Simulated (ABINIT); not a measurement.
# AlCo (Pm-3m) in ABINIT: single point with LDA

Aim: the single point of AlCo with LDA.

Program: ABINIT 10.8.3 (patched build). These are calculated values, not measurements. Logs are shortened: lines on timing, memory, paths and dates and some standing lists are left out, and cuts for length are marked. The log counts tension as positive stress, the text compression.

## (1) The structure

Symmetry: Pm-3m, No. 221, cubic system. Conventional cell: a = 2.819 Å, b = 2.819 Å, c = 2.819 Å, α = 90.00°, β = 90.00°, γ = 90.00°. Co (site symmetry m-3m) has 8 Al at 2.44 Å as nearest neighbours. Around Al (site symmetry m-3m) lie 8 Co at 2.44 Å.

The cell is a database's computed one.

## (2) Single point, LDA, collinear spin, ferromagnetic start

run.abi

```
# Pseudopotentials
pp_dirpath "./"
pseudos "Co.upf, Al.upf"

# Structure
acell 3*1.0 Angstrom
rprim
     2.8194032100     0.0000000000     0.0000000000
     0.0000000000     2.8194032100     0.0000000000
     0.0000000000     0.0000000000     2.8194032100
ntypat 2
znucl 27 13
natom 2
typat 1 2
xred
     0.5000000000     0.5000000000     0.5000000000
     0.0000000000     0.0000000000     0.0000000000

# Plane-wave basis
ecut 46.0

# k points
kptopt 1
ngkpt 7 7 7
nshiftk 1
shiftk 0.0 0.0 0.0

# Exchange and correlation
ixc 7

# Bands and occupations
nband 15
occopt 3
tsmear 0.05 eV

# Spin
nsppol 2
spinat
     0.0000000000     0.0000000000     2.0000000000
     0.0000000000     0.0000000000     0.0000000000

# SCF cycle
nstep 100
tolvrs 1.0e-10

# Output
iomode 3
prtwf 0
prteig 0
prtebands 0
prtden 1
prtvha 1
prtvclmb 1
prtpot 1
```

Potentials or basis: PseudoDojo NC SR LDA v0.4.1 standard.

Launch:

```sh
mpirun --bind-to none -np 4 abinit run.abi > log 2>&1
```

run.abo:

```text
.Version 10.8.3 of ABINIT
 Symmetries : space group Pm -3 m (#221); Bravais cP (primitive cubic)
================================================================================
 Values of the parameters that define the memory need of the present run
     intxc =       0    ionmov =       0      iscf =       7    lmnmax =       6
     lnmax =       6     mgfft =      36  mpssoang =       3    mqgrid =    3001
     natom =       2  nloc_mem =       1    nspden =       2   nspinor =       1
    nsppol =       2      nsym =      48    n1xccc =    2501    ntypat =       2
    occopt =       3   xclevel =       1
       mpw =        2275          nfft =       46656          nkpt =          20
================================================================================
================================================================================

--------------------------------------------------------------------------------
------------- Echo of variables that govern the present computation ------------
--------------------------------------------------------------------------------
 -outvars: echo values of preprocessed input variables --------
            acell      1.8897261259E+00  1.8897261259E+00  1.8897261259E+00 Bohr
              amu      5.89332000E+01  2.69815390E+01
             ecut      4.60000000E+01 Hartree
              ixc           7
         kptrlatt        7    0    0      0    7    0      0    0    7
          kptrlen      3.72952993E+01
            natom           2
            nband          15
            ngfft          36      36      36
             nkpt          20
           nspden           2
           nsppol           2
            nstep         100
             nsym          48
           ntypat           2
           occopt           3
        prtebands           0
           prteig           0
           prtpot           1
         prtvclmb           1
           prtvha           1
            prtwf           0
            rprim      2.8194032100E+00  0.0000000000E+00  0.0000000000E+00
                       0.0000000000E+00  2.8194032100E+00  0.0000000000E+00
                       0.0000000000E+00  0.0000000000E+00  2.8194032100E+00
          spgroup         221
           spinat      0.0000000000E+00  0.0000000000E+00  2.0000000000E+00
                       0.0000000000E+00  0.0000000000E+00  0.0000000000E+00
           tolvrs      1.00000000E-10
           tsmear      1.83746611E-03 Hartree
            typat      1  2
           xangst      1.4097016050E+00  1.4097016050E+00  1.4097016050E+00
                       0.0000000000E+00  0.0000000000E+00  0.0000000000E+00
            xcart      2.6639499527E+00  2.6639499527E+00  2.6639499527E+00
                       0.0000000000E+00  0.0000000000E+00  0.0000000000E+00
             xred      5.0000000000E-01  5.0000000000E-01  5.0000000000E-01
                       0.0000000000E+00  0.0000000000E+00  0.0000000000E+00
[... 124 lines left out ...]
       0.500000000000      0.500000000000      0.500000000000
       0.000000000000      0.000000000000      0.000000000000
 rms dE/dt=  0.0000E+00; max dE/dt=  0.0000E+00; dE/dt below (all hartree)
    1       0.000000000000      0.000000000000      0.000000000000
    2       0.000000000000      0.000000000000      0.000000000000

 cartesian coordinates (angstrom) at end:
    1      1.40970160500000     1.40970160500000     1.40970160500000
    2      0.00000000000000     0.00000000000000     0.00000000000000

 cartesian forces (hartree/bohr) at end:
    1     -0.00000000000000    -0.00000000000000    -0.00000000000000
    2     -0.00000000000000    -0.00000000000000    -0.00000000000000
 frms,max,avg= 0.0000000E+00 0.0000000E+00   0.000E+00  0.000E+00  0.000E+00 h/b

 cartesian forces (eV/Angstrom) at end:
    1     -0.00000000000000    -0.00000000000000    -0.00000000000000
    2     -0.00000000000000    -0.00000000000000    -0.00000000000000
 frms,max,avg= 0.0000000E+00 0.0000000E+00   0.000E+00  0.000E+00  0.000E+00 e/A
 length scales=  1.889726125908  1.889726125908  1.889726125908 bohr
              =  1.000000000000  1.000000000000  1.000000000000 angstroms
 Fermi (or HOMO) energy (hartree) =   0.41598   Average Vxc (hartree)=  -0.47083
 Magnetization (Bohr magneton)=  1.72440457E-07
 Total spin up =  1.00000001E+01   Total spin down =  9.99999991E+00
 Eigenvalues (hartree) for nkpt=  20  k points, SPIN UP:
 kpt#   1, nband= 15, wtk=  0.00292, kpt=  0.0000  0.0000  0.0000 (reduced coord)
  -3.03616   -1.70174   -1.70174   -1.70174    0.00558    0.30306    0.30306    0.38871
   0.38871    0.38871    0.64257    0.64257    0.64257    0.74857    0.74857
      occupation numbers for kpt#   1
   1.00000    1.00000    1.00000    1.00000    1.00000    1.00000    1.00000    1.00000
   1.00000    1.00000    0.00000    0.00000    0.00000    0.00000    0.00000
 prteigrs : prtvol=0 or 1, do not print more k-points.

 Eigenvalues (hartree) for nkpt=  20  k points, SPIN DOWN:
 kpt#   1, nband= 15, wtk=  0.00292, kpt=  0.0000  0.0000  0.0000 (reduced coord)
  -3.03616   -1.70174   -1.70174   -1.70174    0.00558    0.30306    0.30306    0.38871
   0.38871    0.38871    0.64257    0.64257    0.64257    0.74857    0.74857
      occupation numbers for kpt#   1
   1.00000    1.00000    1.00000    1.00000    1.00000    1.00000    1.00000    1.00000
   1.00000    1.00000    0.00000    0.00000    0.00000    0.00000    0.00000
 prteigrs : prtvol=0 or 1, do not print more k-points.

--- !EnergyTerms
iteration_state     : {dtset: 1, }
comment             : Components of total free energy in Hartree
kinetic             :  6.87430049160548E+01
hartree             :  5.13842746322918E+01
xc                  : -2.90135867404127E+01
Ewald energy        : -8.70241684615103E+01
psp_core            :  2.57826219274744E+00
local_psp           : -1.43186718624252E+02
non_local_psp       : -1.87267857033979E+01
internal            : -1.55245717788479E+02
'-kT*entropy'       : -1.51704426437117E-04
total_energy        : -1.55245869492905E+02
total_energy_eV     : -4.22445531786461E+03
band_energy         : -1.26119050724847E+01
...

 Cartesian components of stress tensor (hartree/bohr^3)
  sigma(1 1)=  2.16709374E-04  sigma(3 2)=  0.00000000E+00
  sigma(2 2)=  2.16709374E-04  sigma(3 1)=  0.00000000E+00
  sigma(3 3)=  2.16709374E-04  sigma(2 1)=  0.00000000E+00

-Cartesian components of stress tensor (GPa)         [Pressure= -6.3758E+00 GPa]
- sigma(1 1)=  6.37580990E+00  sigma(3 2)=  0.00000000E+00
- sigma(2 2)=  6.37580990E+00  sigma(3 1)=  0.00000000E+00
- sigma(3 3)=  6.37580990E+00  sigma(2 1)=  0.00000000E+00

== END DATASET(S) ==============================================================
================================================================================

 -outvars: echo values of variables after computation  --------
            acell      1.8897261259E+00  1.8897261259E+00  1.8897261259E+00 Bohr
           etotal     -1.5524586949E+02
            fcart     -0.0000000000E+00 -0.0000000000E+00 -0.0000000000E+00
                      -0.0000000000E+00 -0.0000000000E+00 -0.0000000000E+00
            rprim      2.8194032100E+00  0.0000000000E+00  0.0000000000E+00
                       0.0000000000E+00  2.8194032100E+00  0.0000000000E+00
                       0.0000000000E+00  0.0000000000E+00  2.8194032100E+00
           strten      2.1670937363E-04  2.1670937363E-04  2.1670937363E-04
                       0.0000000000E+00  0.0000000000E+00  0.0000000000E+00
           xangst      1.4097016050E+00  1.4097016050E+00  1.4097016050E+00
                       0.0000000000E+00  0.0000000000E+00  0.0000000000E+00
             xred      5.0000000000E-01  5.0000000000E-01  5.0000000000E-01
                       0.0000000000E+00  0.0000000000E+00  0.0000000000E+00
 Calculation completed.
```

It took 13 s on 4 MPI ranks of Intel Xeon Platinum 8375C at 2.90GHz (Ice Lake), shared host; peak memory 0.28 GiB.

What came out:

```yaml
Free_energy: -4224.4553 eV
Pressure: -6.4 GPa
Band_gap_on_the_k_mesh: none (metal or under the smearing width)
Net_moment: 0.00 μB per cell
Valence_electrons_inside_the_program's_atomic_spheres: Co 15.42; Al 1.05
```

Caveat: the starting moments collapsed, and a magnetic state may lie lower.
